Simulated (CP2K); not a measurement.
# CH4BClS (SMILES CB(S)Cl): IPEA1-xTB

Aim: the energy difference between two shapes of CH4BClS at IPEA1-xTB, from 2 runs. 

The calculation is run with CP2K 2026.2.

2 further runs of the same task are left out: 2 set aside as unsound or not needed.

## Step 1: The molecule

The species is CH4BClS (8 atoms), meant as a singlet with charge 0. As SMILES, `CB(S)Cl`. Geometry: relaxed at GFN2-xTB. This is one conformer, not always the lowest.

Bond lengths: C1–B2 1.583 Å, B2–S3 1.795 Å, B2–Cl4 1.720 Å, C1–H5 1.088 Å, C1–H6 1.087 Å, C1–H7 1.091 Å, S3–H8 1.328 Å. Angles: C1–B2–S3 121.9°, C1–B2–Cl4 120.6°, S3–B2–Cl4 117.5°, B2–C1–H5 113.2°, B2–C1–H6 112.2°, B2–C1–H7 110.0°, B2–S3–H8 97.6°, H5–C1–H6 108.0°, H5–C1–H7 106.6°, H6–C1–H7 106.4°.

## Step 2: Energy and gradient at IPEA1-xTB

Input file molecule.xyz:

```xyz
8

C     -0.006120     0.909440     0.001860
B     -0.239630    -0.584990    -0.464510
S      0.339250    -1.981680     0.502730
Cl    -1.106640    -0.926400    -1.910050
H      0.924050     1.047310     0.549840
H     -0.009620     1.605580    -0.832650
H     -0.810330     1.223000     0.668380
H      0.909040    -1.292260     1.484390
```

Input file gas.inp:

```
&GLOBAL
    PROJECT gas
    RUN_TYPE ENERGY_FORCE
    PRINT_LEVEL MEDIUM
&END GLOBAL

&FORCE_EVAL
    METHOD QUICKSTEP
    &DFT
        CHARGE 0
        MULTIPLICITY 1
        &QS
            METHOD XTB
            EPS_DEFAULT 1.0E-10
            &XTB
                GFN_TYPE TBLITE
                &TBLITE
                    METHOD IPEA1
                &END TBLITE
                CHECK_ATOMIC_CHARGES F
            &END XTB
        &END QS
        &POISSON
            PERIODIC NONE
            POISSON_SOLVER ANALYTIC
        &END POISSON
        &SCF
            SCF_GUESS ATOMIC
            EPS_SCF 1.0E-06
            MAX_SCF 150
            ADDED_MOS 2
            &DIAGONALIZATION
                ALGORITHM STANDARD
            &END DIAGONALIZATION
            &MIXING
                METHOD DIRECT_P_MIXING
                ALPHA 0.4
            &END MIXING
        &END SCF
        &PRINT
            &MOMENTS
                PERIODIC F
                REFERENCE COM
                MAX_MOMENT 1
            &END MOMENTS
            &MO ON
                ENERGIES T
                OCCUPATION_NUMBERS T
                NDIGITS 6
                &EACH
                    QS_SCF 0
                &END EACH
                ADD_LAST NUMERIC
            &END MO
            &HIRSHFELD OFF
            &END HIRSHFELD
        &END PRINT
    &END DFT
    &SUBSYS
        &CELL
            ABC [angstrom] 10 11.6 11.4
            PERIODIC NONE
        &END CELL
        &TOPOLOGY
            COORD_FILE_NAME molecule.xyz
            COORD_FILE_FORMAT XYZ
            &CENTER_COORDINATES
            &END CENTER_COORDINATES
        &END TOPOLOGY
    &END SUBSYS
    &PRINT
        &FORCES ON
        &END FORCES
    &END PRINT
&END FORCE_EVAL
```

Launch:

```bash
$ OMP_NUM_THREADS=1 cp2k.psmp -i gas.inp > gas.out 2>&1
```

What it wrote:

```text
CP2K| version string:                                       CP2K version 2026.2
[...]
 GLOBAL| Method name                                                        CP2K
[...]
 GLOBAL| Run type                                                   ENERGY_FORCE
[...]
                             - Atoms:                                          8
[...]
                             - Spherical basis functions:                     36
[...]
 Number of electrons:                                                         24
[...]
  *** SCF run converged in    13 steps ***
[...]
  Fermi energy:                                                -0.28303013580793
[...]
 TB_DIPOLE| Moment [Debye]          0.80528574       1.15903693       1.55522484
 TB_DIPOLE| Derivative [a.u.]       0.00000000       0.00000000       0.00000000
[...]
 ENERGY| Total FORCE_EVAL ( QS ) energy [hartree]            -14.441104842351642
 FORCES| Atomic forces [hartree/bohr]
 FORCES|   Atom     x               y               z               |f|
 FORCES|      1  3.41690152E-04 -5.37443720E-03 -4.28608050E-03   6.88271847E-03
 FORCES|      2 -6.52065907E-03 -1.21376886E-02 -9.79646260E-03   1.69060095E-02
 FORCES|      3  4.21403640E-05  1.13590232E-02  2.86522533E-04   1.13627145E-02
 FORCES|      4  8.36059148E-03 -9.54216089E-04  1.39199299E-02   1.62657452E-02
 FORCES|      5  5.53636784E-03  2.58974436E-03  4.68542332E-03   7.70138535E-03
 FORCES|      6  3.14548914E-04  8.06029602E-03 -4.74119996E-03   9.35661745E-03
 FORCES|      7 -5.05101971E-03  3.84804667E-03  5.45568959E-03   8.37166722E-03
 FORCES|      8 -3.02365997E-03 -7.39076839E-03 -5.52382225E-03   9.70971623E-03
 FORCES| Sum    -2.31585584E-16 -9.80118764E-17  2.96637714E-16
 FORCES| Total atomic force                                       3.88885773E-16
[...]
```

It took 0.28 s on 1 thread of Arm Neoverse V1, shared host.

## Step 3: The distorted shape

Input file molecule.xyz:

```xyz
8

C     -0.028407     0.942227    -0.022984
B     -0.245411    -0.600444    -0.457331
S      0.381857    -1.983362     0.470964
Cl    -1.085445    -0.947940    -1.945999
H      0.884310     1.071835     0.575023
H      0.022008     1.604629    -0.852302
H     -0.811025     1.221310     0.677763
H      0.927488    -1.308722     1.458371
```

Input file qs.inp:

```
&GLOBAL
  PROJECT_NAME qs
  RUN_TYPE ENERGY_FORCE
  PRINT_LEVEL MEDIUM
&END

&FORCE_EVAL
  METHOD QS
  &DFT
    # Quickstep
    &QS
      METHOD XTB
      EPS_DEFAULT 1.0E-10
      &XTB
        GFN_TYPE TBLITE
        &TBLITE
          METHOD IPEA1
        &END
        CHECK_ATOMIC_CHARGES F
      &END
    &END
    # isolated system
    &POISSON
      PERIODIC NONE
      POISSON_SOLVER ANALYTIC
    &END
    &SCF
      SCF_GUESS ATOMIC
      EPS_SCF 1.0E-06
      MAX_SCF 150
      ADDED_MOS 2
      &DIAGONALIZATION
        ALGORITHM STANDARD
      &END
      &MIXING
        METHOD DIRECT_P_MIXING
        ALPHA 0.4
      &END
    &END
    &PRINT
      &MOMENTS
        PERIODIC F
        REFERENCE COM
        MAX_MOMENT 1
      &END
      &MO ON
        ENERGIES T
        OCCUPATION_NUMBERS T
        NDIGITS 6
        &EACH
          QS_SCF 0
        &END
        ADD_LAST NUMERIC
      &END
      &HIRSHFELD OFF
      &END
    &END
  &END
  &SUBSYS
    &CELL
      ABC 10 11.6 11.4
      PERIODIC NONE
    &END
    &TOPOLOGY
      COORD_FILE_NAME molecule.xyz
      COORD_FILE_FORMAT XYZ
      &CENTER_COORDINATES
      &END
    &END
  &END
  # extra output
  &PRINT
    &FORCES ON
    &END
  &END
&END
```

Launch:

```bash
$ OMP_NUM_THREADS=1 cp2k.psmp -i qs.inp > qs.out 2>&1
```

What it wrote:

```text
CP2K| version string:                                       CP2K version 2026.2
[...]
 GLOBAL| Method name                                                        CP2K
[...]
 GLOBAL| Run type                                                   ENERGY_FORCE
[...]
                             - Atoms:                                          8
[...]
                             - Spherical basis functions:                     36
[...]
 Number of electrons:                                                         24
[...]
  *** SCF run converged in    13 steps ***
[...]
  Fermi energy:                                                -0.28467829265427
[...]
 TB_DIPOLE| Moment [Debye]          0.88799015       1.04326050       1.73493788
 TB_DIPOLE| Derivative [a.u.]       0.00000000       0.00000000       0.00000000
[...]
 ENERGY| Total FORCE_EVAL ( QS ) energy [hartree]            -14.438225203299888
 FORCES| Atomic forces [hartree/bohr]
 FORCES|   Atom     x               y               z               |f|
 FORCES|      1  1.06555477E-02 -4.10662134E-02  2.11409762E-02   4.74016398E-02
 FORCES|      2 -8.93245172E-03  8.17661516E-03 -2.46638528E-02   2.74763783E-02
 FORCES|      3 -3.06107317E-03  3.73198147E-03 -1.67438460E-03   5.10895473E-03
 FORCES|      4  1.34939420E-02  1.07504436E-03  2.56847044E-02   2.90335363E-02
 FORCES|      5  3.54339647E-03  4.46155445E-04 -2.92506178E-03   4.61635134E-03
 FORCES|      6 -4.42119595E-03  2.11109744E-02 -1.74670278E-02   2.77545901E-02
 FORCES|      7 -1.19863615E-02  9.49588875E-03 -5.63671998E-04   1.53023688E-02
 FORCES|      8  7.08196167E-04 -2.97044614E-03  4.68318453E-04   3.08940355E-03
 FORCES| Sum    -1.10805462E-16  5.94142791E-17  2.50342282E-16
 FORCES| Total atomic force                                       2.80141330E-16
[...]
```

Run time: 0.27 s. Hardware: 1 thread of Arm Neoverse V1, shared host.

## Step 4: What came out

Level: IPEA1-xTB.

| quantity | value |
| --- | --- |
| first shape: total energy | -14.44110 Eh |
| first shape: dipole moment (from atomic charges alone) | 2.10 D |
| first shape: HOMO energy | -12.35 eV |
| first shape: LUMO energy | -6.81 eV |
| first shape: HOMO–LUMO gap | 5.55 eV |
| first shape: largest force on an atom | 0.869 eV/Å |
| distorted shape: total energy | -14.43823 Eh |
| distorted shape: dipole moment (from atomic charges alone) | 2.21 D |
| distorted shape: HOMO energy | -12.45 eV |
| distorted shape: LUMO energy | -6.85 eV |
| distorted shape: HOMO–LUMO gap | 5.60 eV |
| distorted shape: largest force on an atom | 2.437 eV/Å |
| energy change with the atoms displaced | 0.078 eV |

**Reading.** With the atoms displaced the energy rises by 0.08 eV (7.6 kJ/mol). The first shape isn't relaxed at this level, so the change isn't measured from a minimum. The largest force (first shape) is 0.87 eV/Å: the shape isn't a stationary point for this species at this level. The dipole (first shape) comes from point charges on the atoms alone, without atomic dipoles, so it is partial. The dipole (distorted shape) comes from point charges on the atoms alone, without atomic dipoles, so it is partial.
